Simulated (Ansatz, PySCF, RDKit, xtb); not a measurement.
**[C5H8ClN2]+: ranking a sample of isomers**

Which of a sample of isomers of [C5H8ClN2]+ (charge +1) is the most stable in the gas at 298.15 K, and what are its properties? The sample is small against all isomers, and the most stable one of this formula need not be in it.

The funnel: GFN2-xTB relaxations, single points with a density functional, relaxations at PBE0-D3(BJ)/def2-SVP, harmonic vibrations (at GFN2-xTB), and a last energy at a higher level. All values are calculated.

## 1. Candidates

Isomers were taken from a list of plausible structures; this is a sample, not all of them. That gives 5 candidates.

```tsv
label	SMILES	spin
c163	Cc1c[nH]c(Cl)[n+]1C	singlet
c242	Cn1ccc(Cl)[n+]1C	singlet
c312	Cc1c[n+](C)c(Cl)[nH]1	singlet
c447	ClCCc1c[nH+]c[nH]1	singlet
c832	Cn1cc[n+](C)c1Cl	singlet
```

Candidates are built by distance geometry, with a force field where one applies, in up to four conformers (letters a to d).

**Question.** With final energies at CCSD(T)/def2-SVP + MP2/def2-TZVPP - MP2/def2-SVP, which structure will this search put lowest in free energy, and by what margin?

| quantity | value |
| --- | --- |
| lowest structure found | ClCCc1c[nH+]c[nH]1, singlet |
| next finalist | Cc1c[n+](C)c(Cl)[nH]1, singlet, 4.9 kcal/mol higher in G |
| share at equilibrium, among the finalists | 100.0 % |
| HOMO energy (PBE0/def2-SVPD) | -12.19 eV |
| LUMO energy (PBE0/def2-SVPD) | -5.33 eV |
| HOMO–LUMO gap (PBE0/def2-SVPD) | 6.86 eV |
| lowest excitation (TD-PBE0/def2-SVPD) | 6.09 eV (f = 0.102) |
| lowest triplet excitation, same level, Tamm-Dancoff | 4.42 eV |
| vertical ionisation energy | 14.05 eV |
| vertical recombination energy (electron added) | 3.36 eV |
| vertical triplet less singlet | +4.49 eV |

`ClCCc1c[nH+]c[nH]1` comes out lowest. The margin of 4.9 kcal/mol over the next finalist is beyond the usual error of the last level; it says nothing of structures that weren't ranked. HF/STO-3G, r2SCAN-D4/def2-SVP, PBE0-D3(BJ)/def2-SVP, HF/def2-SVP and MP2/def2-SVP already put its bonding pattern lowest among the structures in one piece; GFN2-xTB favours the singlet Cn1cc[n+](C)c1Cl (c832a, not a finalist). The search is not exhaustive (a finite list of starts, one conformer a finalist), so a lower isomer can't be ruled out. Only 5 drawn patterns were tried, so whole families of isomers are missing, and the result ranks this sample alone.
